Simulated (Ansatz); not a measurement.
# CaGeO3: the cost of one run

Program: Ansatz 0.2.0. Level of theory: DFT PBEsol, scalar-relativistic, plane waves, PAW. These are calculated values, not measurements.

2 further runs of the same task are left out: 2 set aside as unsound or not needed.

### 1 The system as given

It takes space group Pnma (No. 62, orthorhombic). Conventional cell: a = 5.371 Å, b = 7.546 Å, c = 5.325 Å, α = 90.00°, β = 90.00°, γ = 90.00°. Ca (site symmetry m) has 8 O at 2.33 to 2.64 Å as nearest neighbours. Ge (site symmetry -1) is surrounded by 6 O at 1.93 to 1.94 Å. Around O (site symmetry m) lie 2 Ge at 1.93 Å and 2 Ca at 2.33 to 2.42 Å. O (site symmetry 1) is surrounded by 2 Ge at 1.93 to 1.94 Å and 3 Ca at 2.35 to 2.64 Å.

As a file:

```
CELL_PARAMETERS angstrom
5.37135 0.00000 0.00000
0.00000 7.54611 0.00000
0.00000 0.00000 5.32503
ATOMIC_POSITIONS crystal
Ca 0.04077 0.25000 0.99146
Ca 0.95923 0.75000 0.00854
Ca 0.45923 0.75000 0.49146
Ca 0.54077 0.25000 0.50854
Ge 0.50000 0.00000 0.00000
Ge 0.50000 0.50000 0.00000
Ge 0.00000 0.00000 0.50000
Ge 0.00000 0.50000 0.50000
O 0.48370 0.25000 0.07447
O 0.51630 0.75000 0.92553
O 0.01630 0.75000 0.57447
O 0.98370 0.25000 0.42553
O 0.28840 0.03878 0.70995
O 0.71160 0.53878 0.29005
O 0.21160 0.96122 0.20995
O 0.78840 0.46122 0.79005
O 0.71160 0.96122 0.29005
O 0.28840 0.46122 0.70995
O 0.78840 0.03878 0.79005
O 0.21160 0.53878 0.20995
```

This cell was relaxed beforehand with the same method: volume 10.79 Å³/atom, gap on the mesh 2.05 eV.

### 2 Relaxing with PBEsol

File input.yaml:

```yaml
crystal:
  lattice:
    - [5.3713466348, 0.0, 0.0]
    - [0.0, 7.5461061389, 0.0]
    - [0.0, 0.0, 5.3250334876]
  atoms:
    - { symbol: Ca, position: [0.0407661618, 0.25, 0.9914550518] }
    - { symbol: Ca, position: [0.9592338382, 0.75, 0.0085449482] }
    - { symbol: Ca, position: [0.4592338382, 0.75, 0.4914550518] }
    - { symbol: Ca, position: [0.5407661618, 0.25, 0.5085449482] }
    - { symbol: Ge, position: [0.5, 0.0, 0.0] }
    - { symbol: Ge, position: [0.5, 0.5, 0.0] }
    - { symbol: Ge, position: [0.0, 0.0, 0.5] }
    - { symbol: Ge, position: [0.0, 0.5, 0.5] }
    - { symbol: O, position: [0.4836956311, 0.25, 0.0744734592] }
    - { symbol: O, position: [0.5163043689, 0.75, 0.9255265408] }
    - { symbol: O, position: [0.0163043689, 0.75, 0.5744734592] }
    - { symbol: O, position: [0.9836956311, 0.25, 0.4255265408] }
    - { symbol: O, position: [0.2883955708, 0.038783318, 0.7099460258] }
    - { symbol: O, position: [0.7116044292, 0.538783318, 0.2900539742] }
    - { symbol: O, position: [0.2116044292, 0.961216682, 0.2099460258] }
    - { symbol: O, position: [0.7883955708, 0.461216682, 0.7900539742] }
    - { symbol: O, position: [0.7116044292, 0.961216682, 0.2900539742] }
    - { symbol: O, position: [0.2883955708, 0.461216682, 0.7099460258] }
    - { symbol: O, position: [0.7883955708, 0.038783318, 0.7900539742] }
    - { symbol: O, position: [0.2116044292, 0.538783318, 0.2099460258] }
basis:
  ecutwfc: 420
kpoints:
  mp_grid: { grid: [6, 4, 6] }
hamiltonian:
  xc: pbesol
scf:
  occupations: { method: gaussian, width: 0.02 }
output:
  forces: true
  stress: true
  eigenvalues: true
relax:
  adjacent_minimum: "off"
  f_tol: 0.005
  max_steps: 50
  cell: { stress_tol: 0.05 }
```

On the command line:

```bash
$ ansatz run input.yaml --threads 8 --pin off --max-ram 22528MiB --backend cpu --events-out ev --progress --plain --runs-dir out
```

What time and memory should one allow on 8 threads of Arm Neoverse V1, shared host?

About 1.8 min, with a peak of 1.7 GiB.
